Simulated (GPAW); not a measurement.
# Cd2S (P3m1) in GPAW: a series of runs

One crystal, Cd2S, is run at these levels: LDA, PBE, PBEsol; tasks: equation of state, band structure.

Everything below comes from runs of GPAW 26.7.0. Logs are shortened: lines on timing, memory, paths and dates and some standing lists are left out, and cuts for length are marked. The log counts tension as positive stress, the text compression.

## Step 1: The crystal as given

Symmetry: P3m1, No. 156, trigonal system. Conventional cell: a = 3.963 Å, b = 3.963 Å, c = 5.809 Å, α = 90.00°, β = 90.00°, γ = 120.00°. Cd (site symmetry 3m) is surrounded by 1 S at 2.52 Å. Around Cd (site symmetry 3m) lie 3 S at 2.60 Å. Around S (site symmetry 3m) lie 4 Cd at 2.52 to 2.60 Å.

The cell comes from a database or a generator and needn't be the stable form of this composition.

## Step 2: Equation of state, LDA

File run.py:

```python
from ase import Atoms
from ase.eos import EquationOfState
from ase.io import Trajectory
from ase.units import GPa
from gpaw import GPAW, PW

atoms = Atoms(['Cd', 'Cd', 'S'],
              cell=[[3.962670049, 0.0, 0.0],
                    [-1.9813350245, 3.4317729293, 0.0],
                    [0.0, 0.0, 5.809192]],
              scaled_positions=[[0.3333333333, 0.6666666667, 0.932717],
                                [0.6666666667, 0.3333333333, 0.578735],
                                [0.3333333333, 0.6666666667, 0.365705]],
              pbc=True)

traj = Trajectory('eos.traj', 'w')
volumes, energies = [], []
for x in [0.94, 0.96, 0.98, 1.0, 1.02, 1.04, 1.06]:
    a = atoms.copy()
    a.set_cell(atoms.cell * x**(1 / 3), scale_atoms=True)
    calc = GPAW(mode=PW(600),
                xc='LDA',
                kpts={'size': (6, 6, 4), 'gamma': True},
                occupations={'name': 'fermi-dirac', 'width': 0.05},
                nbands=26,
                convergence={'density': 1e-05, 'energy': 1e-05},
                maxiter=150,
                txt=f'eos-{x:.2f}.txt')
    a.calc = calc
    energies.append(a.get_potential_energy(force_consistent=True))
    volumes.append(a.get_volume())
    p = -a.get_stress()[:3].mean() / GPa
    calc.write(f'eos-{x:.2f}.gpw')
    traj.write(a)
    print(f'{x:.2f} {volumes[-1]:10.4f} A^3 {energies[-1]:14.6f} eV {p:9.3f} GPa', flush=True)

v0, e0, B = EquationOfState(volumes, energies, eos='birchmurnaghan').fit()
print(f'V0 = {v0:.4f} A^3, E0 = {e0:.6f} eV, B0 = {B / GPa:.2f} GPa')
```

Potentials or basis: the program's PAW data sets (release 1.2.1) made for this functional, pw.

Run with:

```console
$ OMP_NUM_THREADS=1 python run.py
```

Output:

```text
__  _  _
 | _ |_)|_||  |
 |__||  | ||/\| - 26.7.0

Input parameters:
  mode=PW(ecut=600.0),
  convergence={'density': 1e-05, 'energy': 1e-05},
  kpts=MonkhorstPack(size=(6, 6, 4), gamma=True),
  maxiter=150,
  nbands=26,
  occupations=Occupations(name='fermi-dirac', width=0.05),
  xc=XC(name='LDA')

Diagonalizing LCAO Hamiltonian
Converting LCAO to pw mode

        Cd

            Cd
        S

Atoms  # Å, Bohr magnetons
|   | symbol |         x |        y |        z |    initial magnetic moments |
|---|--------|-----------|----------|----------|-----------------------------|
| 0 |     Cd | -0.000000 | 2.241145 | 5.307723 | ( 0.0000,  0.0000,  0.0000) |
| 1 |     Cd |  1.940888 | 1.120572 | 3.293352 | ( 0.0000,  0.0000,  0.0000) |
| 2 |      S | -0.000000 | 2.241145 | 2.081082 | ( 0.0000,  0.0000,  0.0000) |

Unit cell  # Å
| periodic |         x |        y |        z |  lengths |     angles |
|----------|-----------|----------|----------|----------|------------|
|      yes |  3.881777 | 0.000000 | 0.000000 | 3.881777 |  90.000000 |
|      yes | -1.940888 | 3.361717 | 0.000000 | 3.881777 |  90.000000 |
|      yes |  0.000000 | 0.000000 | 5.690604 | 5.690604 | 120.000000 |

Number of symmetries: 6
Symmetry operations  # r_c * U_cc + t_c -> r_c
|   | kind |            matrix            |
|---|------|------------------------------|
| 0 |  σ   |  1, 1, 0,  0,-1, 0,  0, 0, 1 |
| 1 |  E   |  1, 0, 0,  0, 1, 0,  0, 0, 1 |
| 2 |  C3  |  0, 1, 0, -1,-1, 0,  0, 0, 1 |
| 3 |  σ   |  0,-1, 0, -1, 0, 0,  0, 0, 1 |
| 4 |  σ   | -1, 0, 0,  1, 1, 0,  0, 0, 1 |
| 5 |  C3  | -1,-1, 0,  1, 0, 0,  0, 0, 1 |

BZ-sampling:
  Number of BZ points: 144
  Number of IBZ points: 24

  Monkhorst-Pack size: [6, 6, 4]
  Monkhorst-Pack shift: [0.08333333333333333, 0.08333333333333333, 0.125]

K-points  # in reciprocal-cell coordinates
|     |                                coordinates |     weight |
|-----|--------------------------------------------|------------|
|   0 | (  0.00000000,   0.00000000,   0.00000000) | 0.00694444 |
|   1 | (  0.00000000,   0.00000000,   0.25000000) | 0.01388889 |
|   2 | (  0.00000000,   0.00000000,   0.50000000) | 0.00694444 |
|   3 | (  0.16666667,   0.00000000,  -0.25000000) | 0.04166667 |
|   4 | (  0.16666667,   0.00000000,   0.00000000) | 0.04166667 |
|   5 | (  0.16666667,   0.00000000,   0.25000000) | 0.04166667 |
|   6 | (  0.16666667,   0.00000000,   0.50000000) | 0.04166667 |
|   7 | (  0.33333333,  -0.16666667,   0.00000000) | 0.04166667 |
|   8 | (  0.33333333,  -0.16666667,   0.25000000) | 0.08333333 |
|   9 | (  0.33333333,  -0.16666667,   0.50000000) | 0.04166667 |
| ... |                                            |            |
|  23 | (  0.50000000,   0.50000000,   0.50000000) | 0.02083333 |

Plane wave coefficients: 2502
Cutoff: 600.0 eV

Spin-components: 1 (collinear spins)
Bands:           26
Projectors:      17
Spin-degeneracy: 2
Datatype:        complex128

Parallelization:
  kpt:    1
  domain: 1
  band:   1

Density:
  Valence electrons: 30.0
  Components: 1
  Grid points: [24 24 35]
  Charge: 0.0  # |e|

Potential:
  Grid points: [24 24 35]

species:
  Cd:
    name:    Cadmium
    Z:       48.0
    valence: 12
    core:    36
    charge:  0.0  # [|e|]
    compensation charges:
      type: gauss
      rc: 0.38  # [Å]
      lmax: 2
    cutoffs:
      filter: 2.12  # [Å]
      core: 2.62  # [Å]
    projectors
    | kind |    occ | energy [eV] | rcut [Å] |
    |------|--------|-------------|----------|
    |   5s |  2.000 |      -5.950 |    1.191 |
    |   5p |  0.000 |      -1.328 |    1.228 |
    |   4d | 10.000 |     -11.904 |    1.164 |
    |    s |        |      21.261 |    1.191 |
    |    p |        |      25.883 |    1.228 |
    |    d |        |      15.307 |    1.164 |

    Using partial waves for Cd as LCAO basis

  S:
    name:    Sulfur
    Z:       16.0
    valence: 6
    core:    10
    charge:  0.0  # [|e|]
    compensation charges:
      type: gauss
      rc: 0.24  # [Å]
      lmax: 2
    cutoffs:
      filter: 1.77  # [Å]
      core: 1.66  # [Å]
    projectors
    | kind |    occ | energy [eV] | rcut [Å] |
    |------|--------|-------------|----------|
    |   3s |  2.000 |     -17.278 |    0.974 |
    |   3p |  4.000 |      -7.106 |    0.979 |
    |    s |        |       9.933 |    0.974 |
    |    p |        |      20.105 |    0.979 |
    |    d |        |       0.000 |    0.900 |

    Using partial waves for S as LCAO basis

Reference energy: -314896.517247  # eV

eigensolver:
  PPCG
  Converge bands: occupied
  niter=2

density mixing:
  MSR1-Mixer
  Pratt-step length: 0.05
  Maximum mixing coefficient: 0.75
  Old densities: 10
  SVD Regularization: 0.005
  Good broyden scale: 1.0
  Trust region scale: 1.0
  Backstep threshold: 4.0
  History deletion threshold: 6.0
  Fourier metric: weight=20.0, sigma=0.015

occupation numbers:
  Fermi-Dirac:
    width: 0.0500  # eV

poisson solver:
  ecut: 4800.0  # eV

xc functional:
  name: None

convergence criteria:
[... 6 lines left out ...]
|iter     | |      energy | eigst |  dens |
|---------|-|-------------|-------|-------|
|iter:   1| |   -9.278519 | -0.36 |       |
|iter:   2| |   -9.102166 | -2.15 | -1.26 |
|iter:   3| |   -8.584452 | -1.68 | -1.31 |
|iter:   4| |   -8.574297 | -3.43 | -1.78 |
|iter:   5| |   -8.571512 | -3.91 | -2.14 |
|iter:   6| |   -8.571260 | -4.79 | -2.96 |
|iter:   7| |   -8.571264c| -6.04 | -3.44 |
|iter:   8| |   -8.571265c| -7.07 | -3.97 |
|iter:   9| |   -8.571265c| -7.48c| -4.49 |
|iter:  10| |   -8.571265c| -8.06c| -5.01c|

Converged in 10 steps
Energy contributions relative to reference atoms: (reference = -314896.517247)

Energy contributions:
  Kinetic:          16.268168
  Coulomb:         -13.710628
  Zero:              0.210890
  External:          0.000000
  Xc:              -11.338108
  Entropy:          -0.003176
  Spinorbit:         0.000000
  ----------------------------
  Free energy:      -8.572853
  Extrapolated:     -8.571265

dipole moment: (-1.120659, 0.646992, 11.087590)  # |e|*Ang

Fermi level: 4.551
Eigenvalues  # (at kpt = [0.000, 0.000, 0.000])
| band index |      eig [eV] | occ [0-2] |
|------------|---------------|-----------|
|          0 |        -8.575 |     2.000 |
|        ... |               |           |
|          7 |        -3.625 |     2.000 |
|          8 |        -3.625 |     2.000 |
|          9 |        -3.234 |     2.000 |
|         10 |        -3.234 |     2.000 |
|         11 |        -0.322 |     2.000 |
|         12 |         0.451 |     2.000 |
[... 8 lines left out ...]
|         21 |        14.443 |     0.000 |
|         22 |        15.085 |     0.000 |
|        ... |               |           |
|         25 |        16.106 |     0.000 |

Gap: 0.171 eV
Transition (v -> c):
  (s=0, k=15, n=14, [0.33, 0.33, 0.25]) -> (s=0, k=22, n=15, [0.50, 0.50, 0.25])
Direct/indirect transitions are different
Direct gap: 0.605 eV
Transition at: (s=0, k=15, n=14, [0.33, 0.33, 0.25])

Stress tensor  # eV/Ang^3
|        x |         y |        z |
|----------|-----------|----------|
| 0.016464 | -0.000000 | 0.000000 |
| 0.000000 |  0.016464 | 0.000000 |
| 0.000000 |  0.000000 | 0.019750 |

# Writing to eos-0.94.gpw (mode='')
```

Run time: 3.5 min. Hardware: 1 thread of Arm Neoverse V2, shared host; peak memory 0.32 GiB.

What came out:

| Quantity | Value |
| --- | --- |
| Equilibrium volume | 23.48 Å³/atom (rough: see the caveat) |
| Bulk modulus at fixed shape and positions | 60 GPa (rough) |

Energy against volume, from the lowest point:
```csv
volume (Å³/atom),energy (meV/atom)
24.753,0.00
25.280,10.66
25.806,24.11
26.333,39.99
26.860,58.02
27.386,77.91
27.913,99.40
```

Caveat: the minimum lies outside the volumes run; the cell was scaled at fixed shape and fractional positions, which overstates the stiffness of a crystal with free parameters, most of all of layers and chains.

## Step 3: Band structure, PBE

File run.py:

```python
from ase import Atoms
from ase.dft.bandgap import bandgap
from ase.io import write
from ase.units import GPa
from gpaw import GPAW, PW

atoms = Atoms(['Cd', 'Cd', 'S'],
              cell=[[3.962670049, 0.0, 0.0],
                    [-1.9813350245, 3.4317729293, 0.0],
                    [0.0, 0.0, 5.809192]],
              scaled_positions=[[0.3333333333, 0.6666666667, 0.932717],
                                [0.6666666667, 0.3333333333, 0.578735],
                                [0.3333333333, 0.6666666667, 0.365705]],
              pbc=True)

calc = GPAW(mode=PW(600),
            xc='PBE',
            kpts={'size': (6, 6, 4), 'gamma': True},
            occupations={'name': 'fermi-dirac', 'width': 0.05},
            nbands=26,
            convergence={'density': 1e-05, 'energy': 1e-05},
            maxiter=150,
            txt='gpaw.txt')
atoms.calc = calc
energy = atoms.get_potential_energy()
forces = atoms.get_forces()
stress = atoms.get_stress()
calc.write('gs.gpw')
write('result.traj', atoms)
print(f'Energy: {energy:.6f} eV')
print('Forces (eV/A):')
print(forces.round(4))
print('Stress (GPa):', (stress / GPa).round(3))
print('Fermi level:', round(calc.get_fermi_level(), 4), 'eV')
print(f'Gap: {bandgap(calc)[0]:.4f} eV, direct: {bandgap(calc, direct=True)[0]:.4f} eV')

path = atoms.cell.bandpath('GMKGALHA,LM,KH', npoints=60, eps=1e-4)
bs_calc = calc.fixed_density(kpts=path, symmetry='off', nbands=42,
                             convergence={'bands': 'CBM+6.0', 'eigenstates': 1e-6}, txt='bands.txt')
bs = bs_calc.band_structure()
bs.write('bs.json')
print(f'Gap on the path: {bandgap(bs_calc)[0]:.4f} eV')
```

Potentials or basis: GPAW PAW data sets (gpaw-data 1.2.1), pw.

Run with:

```console
$ OMP_NUM_THREADS=1 python run.py
```

Run time: 91 s. Hardware: 1 thread of Arm Neoverse V2, shared host; peak memory 0.36 GiB.

It converged, with:

```
Free energy             : -6.6131 eV
Pressure                : -0.5 GPa
Largest force           : 0.060 eV/Å
Band gap along the path : none (metal or under the smearing width)
```

Forces on the atoms (eV/Å):
```
Cd   0.000  0.000  0.046
Cd   0.000  0.000 -0.060
S    0.000  0.000  0.014
```

Stress tensor (GPa, compression positive):
```
-0.43  0.00  0.00
 0.00 -0.43  0.00
 0.00  0.00 -0.54
```

Levels at the corners of the path, in eV from the Fermi level:
```csv
point,band 11,band 12,band 13,band 14,band 15,band 16,band 17,band 18,band 19,band 20
Γ,-7.83,-4.69,-3.91,-0.95,-0.95,2.97,4.80,6.55,6.55,8.01
M,-7.68,-4.67,-3.22,-1.82,-1.47,0.34,2.95,4.52,5.55,7.18
K,-7.61,-4.36,-3.18,-3.01,-0.63,0.61,2.28,3.91,4.53,7.06
Γ,-7.83,-4.69,-3.91,-0.95,-0.95,2.97,4.80,6.55,6.55,8.01
A,-7.85,-6.15,-0.87,-0.87,-0.44,0.93,4.51,6.12,6.12,7.67
L,-7.69,-4.26,-3.94,-1.61,-1.20,1.34,3.15,4.22,5.43,6.09
H,-7.56,-4.05,-3.56,-2.79,-0.56,0.89,1.83,4.90,5.41,6.58
A,-7.85,-6.15,-0.87,-0.87,-0.44,0.93,4.51,6.12,6.12,7.67
L,-7.69,-4.26,-3.94,-1.61,-1.20,1.34,3.15,4.22,5.43,6.09
M,-7.68,-4.67,-3.22,-1.82,-1.47,0.34,2.95,4.52,5.55,7.18
K,-7.61,-4.36,-3.18,-3.01,-0.63,0.61,2.28,3.91,4.53,7.06
H,-7.56,-4.05,-3.56,-2.79,-0.56,0.89,1.83,4.90,5.41,6.58
```

## Step 4: Band structure, PBEsol

Edit run.py of step 3 so:

```diff
@@ -4,3 +4,5 @@
 from ase.units import GPa
-from gpaw import GPAW, PW
+from gpaw import GPAW, PW, setup_paths
+
+setup_paths.insert(0, '.')
 
@@ -16,3 +18,3 @@
 calc = GPAW(mode=PW(600),
-            xc='PBE',
+            xc='PBEsol',
             kpts={'size': (6, 6, 4), 'gamma': True},
```

Potentials or basis: PAW data sets generated in the run's folder for this functional, pw.

Run with:

```console
$ gpaw-setup -f PBEsol Cd S
$ OMP_NUM_THREADS=1 python run.py
```

It took 95 s on 1 thread of Arm Neoverse V2, shared host; peak memory 0.36 GiB.

Results (log left out):

| Item | Value |
| --- | --- |
| Free energy | -7.6330 eV |
| Pressure | -3.3 GPa |
| Largest force | 0.125 eV/Å |
| Band gap along the path | none (metal or under the smearing width) |

Forces in eV/Å, atoms in the order of the input:
```
Cd   0.000  0.000  0.028
Cd   0.000  0.000 -0.125
S    0.000  0.000  0.097
```

Stress tensor (GPa, compression positive):
```
-3.03  0.00  0.00
 0.00 -3.03  0.00
 0.00  0.00 -3.94
```

Levels at the corners of the path, in eV from the Fermi level:
```tsv
point	band 12	band 13	band 14	band 15	band 16	band 17	band 18	band 19
Γ	-4.69	-3.91	-0.90	-0.90	2.90	4.75	6.52	6.52
M	-4.68	-3.21	-1.79	-1.47	0.34	2.90	4.44	5.56
K	-4.37	-3.18	-2.99	-0.64	0.62	2.28	3.88	4.46
Γ	-4.69	-3.91	-0.90	-0.90	2.90	4.75	6.52	6.52
A	-6.16	-0.82	-0.82	-0.41	0.88	4.45	6.10	6.10
L	-4.27	-3.93	-1.57	-1.21	1.37	3.09	4.21	5.40
H	-4.05	-3.54	-2.78	-0.57	0.86	1.85	4.86	5.39
A	-6.16	-0.82	-0.82	-0.41	0.88	4.45	6.10	6.10
L	-4.27	-3.93	-1.57	-1.21	1.37	3.09	4.21	5.40
M	-4.68	-3.21	-1.79	-1.47	0.34	2.90	4.44	5.56
K	-4.37	-3.18	-2.99	-0.64	0.62	2.28	3.88	4.46
H	-4.05	-3.54	-2.78	-0.57	0.86	1.85	4.86	5.39
```

## Step 5: Equation of state, PBEsol

File run.py:

```python
from ase import Atoms
from ase.eos import EquationOfState
from ase.io import Trajectory
from ase.units import GPa
from gpaw import GPAW, PW, setup_paths

setup_paths.insert(0, '.')

atoms = Atoms(['Cd', 'Cd', 'S'],
              cell=[[3.962670049, 0.0, 0.0],
                    [-1.9813350245, 3.4317729293, 0.0],
                    [0.0, 0.0, 5.809192]],
              scaled_positions=[[0.3333333333, 0.6666666667, 0.932717],
                                [0.6666666667, 0.3333333333, 0.578735],
                                [0.3333333333, 0.6666666667, 0.365705]],
              pbc=True)

traj = Trajectory('eos.traj', 'w')
volumes, energies = [], []
for x in [0.94, 0.96, 0.98, 1.0, 1.02, 1.04, 1.06]:
    a = atoms.copy()
    a.set_cell(atoms.cell * x**(1 / 3), scale_atoms=True)
    calc = GPAW(mode=PW(600),
                xc='PBEsol',
                kpts={'size': (6, 6, 4), 'gamma': True},
                occupations={'name': 'fermi-dirac', 'width': 0.05},
                nbands=26,
                convergence={'density': 1e-05, 'energy': 1e-05},
                maxiter=150,
                txt=f'eos-{x:.2f}.txt')
    a.calc = calc
    energies.append(a.get_potential_energy(force_consistent=True))
    volumes.append(a.get_volume())
    p = -a.get_stress()[:3].mean() / GPa
    calc.write(f'eos-{x:.2f}.gpw')
    traj.write(a)
    print(f'{x:.2f} {volumes[-1]:10.4f} A^3 {energies[-1]:14.6f} eV {p:9.3f} GPa', flush=True)

v0, e0, B = EquationOfState(volumes, energies, eos='birchmurnaghan').fit()
print(f'V0 = {v0:.4f} A^3, E0 = {e0:.6f} eV, B0 = {B / GPa:.2f} GPa')
```

Run with:

```console
$ gpaw-setup -f PBEsol Cd S
$ OMP_NUM_THREADS=1 python run.py
```

Wall time 3.4 min (1 thread of Arm Neoverse V2, shared host); peak memory 0.4 GiB.

Results (log left out):

```
Equilibrium volume                        : 24.44 Å³/atom (rough: see the caveat)
Bulk modulus at fixed shape and positions : 53 GPa (rough)
```

Energy against volume, from the lowest point:
| volume (Å³/atom) | energy (meV/atom) |
| --- | --- |
| 24.753 | 0.00 |
| 25.280 | 3.82 |
| 25.806 | 10.72 |
| 26.333 | 20.30 |
| 26.860 | 32.28 |
| 27.386 | 46.33 |
| 27.913 | 62.21 |

Caveat: the minimum lies outside the volumes run; the cell was scaled at fixed shape and fractional positions, which overstates the stiffness of a crystal with free parameters, most of all of layers and chains.

## Step 6: The reference run

An earlier run on the cell as given: functional PBE; potentials or basis GPAW PAW data sets (gpaw-data 1.2.1); cutoff 600 eV; basis pw; k mesh 8 × 8 × 5; occupations fermi-dirac, width 0.05 eV; no spin polarisation.

- Pressure: -0.4 GPa
- Largest force: 0.072 eV/Å
- Band gap on the k mesh: 0.24 eV, indirect (least direct gap 0.57 eV)

## Step 7: The runs side by side

| task | level | potentials or basis | k mesh | band path | band points | pressure (GPa) | largest force (eV/Å) |
| --- | --- | --- | --- | --- | --- | --- | --- |
| equation of state | LDA | the program's PAW data sets (release 1.2.1) made for this functional, pw | 6 × 6 × 4 | - | - | - | - |
| band structure | PBE | GPAW PAW data sets (gpaw-data 1.2.1), pw | 6 × 6 × 4 | GMKGALHA,LM,KH | 60 | -0.5 | 0.06 |
| band structure | PBEsol | PAW data sets generated in the run's folder for this functional, pw | 6 × 6 × 4 | GMKGALHA,LM,KH | 60 | -3.3 | 0.12 |
| equation of state | PBEsol | PAW data sets generated in the run's folder for this functional, pw | 6 × 6 × 4 | - | - | - | - |
| single point | PBE | GPAW PAW data sets (gpaw-data 1.2.1), pw | 8 × 8 × 5 | - | - | -0.4 | 0.07 |

Alike in all rows: no spin polarisation; cell as given; cutoff (eV) 600; smearing fermi-dirac 0.05 eV.

Caveats: the minimum lies outside the volumes run (some runs); the cell was scaled at fixed shape and fractional positions, which overstates the stiffness of a crystal with free parameters, most of all of layers and chains (some runs); an odd mesh through Γ misses points on the zone boundary, where band edges often lie (some runs).

Total energies depend on the potentials used, so only differences within one code and one set of settings carry meaning.
